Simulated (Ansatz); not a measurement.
**Zn2C: how the settings move a single-point run**

Aim: see which settings change the result for Zn2C, by how much, and at what cost. The cell is built on a prototype (antifluorite) and needn't be the phase found in nature.

Program: Ansatz 0.2.0. Level of theory: reference: DFT, r2SCAN, plane waves, PAW. These are calculated values, not measurements.

10 further runs of the same task are left out: 2 for a known fault of the program, 7 that didn't finish, 1 set aside as unsound or not needed.

### 1 The starting structure

The structure is cubic, space group Fm-3m (No. 225). The conventional cell has a = 5.156 Å, b = 5.156 Å, c = 5.156 Å, α = 90.00°, β = 90.00°, γ = 90.00°. Around C (site symmetry m-3m) lie 8 Zn at 2.23 Å. Around Zn (site symmetry -43m) lie 4 C at 2.23 Å.

As a file:

```cif
data_structure
_symmetry_space_group_name_H-M 'Fm-3m'
_symmetry_Int_Tables_number 225
_cell_length_a 5.1559
_cell_length_b 5.1559
_cell_length_c 5.1559
_cell_angle_alpha 90.000
_cell_angle_beta 90.000
_cell_angle_gamma 90.000
_cell_volume 137.06
loop_
_atom_site_label
_atom_site_type_symbol
_atom_site_symmetry_multiplicity
_atom_site_Wyckoff_symbol
_atom_site_fract_x
_atom_site_fract_y
_atom_site_fract_z
_atom_site_occupancy
C1 C 4 a 0.00000 0.00000 0.00000 1
Zn1 Zn 8 c 0.25000 0.75000 0.75000 1
```

### 2 Reference

The input, input.yaml:

```yaml
crystal:
  lattice:
    - [0.0, 2.5779490272, 2.5779490272]
    - [2.5779490272, 0.0, 2.5779490272]
    - [2.5779490272, 2.5779490272, 0.0]
  atoms:
    - { symbol: C, position: [0.0, 0.0, 0.0] }
    - { symbol: Zn, position: [0.25, 0.25, 0.25] }
    - { symbol: Zn, position: [0.75, 0.75, 0.75] }
kpoints:
  mp_grid: { grid: [6, 6, 6] }
hamiltonian:
  xc: r2scan
scf:
  occupations: { method: fermi_dirac, width: 0.02 }
  n_extra_bands: 4
output:
  forces: true
  stress: true
  eigenvalues: true
```

Run with:

```sh
ansatz run input.yaml --threads 4 --pin off --max-ram 3686MiB --backend cpu --events-out ev --progress --plain --runs-dir out
```

### 3 Variant: ecutwfc 600

Edit input.yaml of step 2 so:

```diff
@@ -20 +20,3 @@
   eigenvalues: true
+basis:
+  ecutwfc: 600
```

### 4 A further run, with the input changed

Edit input.yaml of step 2 so:

```diff
@@ -16,2 +16,4 @@
   n_extra_bands: 4
+  mixing: { beta: 1.0 }
+  max_iter: 67
 output:
```

### 6 Changed: preconditioner resta

Edit input.yaml of step 2 so:

```diff
@@ -16,2 +16,3 @@
   n_extra_bands: 4
+  mixing: { preconditioner: resta }
 output:
```

### 7 Variant: occupations.method cold, occupations.width 0.2

Edit input.yaml of step 2 so:

```diff
@@ -14,3 +14,3 @@
 scf:
-  occupations: { method: fermi_dirac, width: 0.02 }
+  occupations: { method: cold, width: 0.2 }
   n_extra_bands: 4
```

(Steps that only read results are left out.)

**Question.** What will these runs give? Wanted: for each run, ending; energy change; pressure; gap; force.

As calculated:

```tsv
run	ending	energy change	pressure (GPa)	gap (eV)	force (eV/Å)	cycles	time
reference	converged	0	-0.2	0.08	0.00	7	1.3 s
1: ecutwfc 600	converged	-0.6 meV/atom	-0.2	0.08	0.00	7	1.6 s
2: mixing.beta 1.0	converged	0.0 meV/atom	-0.2	0.08	0.00	7	1.4 s
3: preconditioner resta	converged	0.0 meV/atom	-0.2	0.08	0.00	8	1.4 s
4: occupations.method cold, occupations.width 0.2	converged	0.0 meV/atom (σ→0)	-0.1	0.08	0.00	7	1.3 s
```

Residual by cycle in the longest SCF loop of each run; runs are numbered as in the table. The quantity is the density residual dr2, in eV.

```tsv
cycle	reference	run 1	run 2	run 3	run 4
1	0.0894	0.0904	0.0894	0.0894	0.0888
2	0.0136	0.0138	0.238	0.00578	0.0136
3	0.00287	0.00294	0.00956	0.00582	0.00282
4	2.7e-4	2.5e-4	3.5e-4	5.3e-4	2.7e-4
5	1.2e-5	1.2e-5	2.9e-5	9.7e-5	1.1e-5
6	1.2e-7	9.6e-8	6.9e-7	1.0e-5	1.2e-7
7	5.0e-9	5.8e-9	2.4e-8	3.5e-7	5.2e-9
8	-	-	-	2.4e-8	-
```

**Reading.** No change moves the result by more than the table shows.
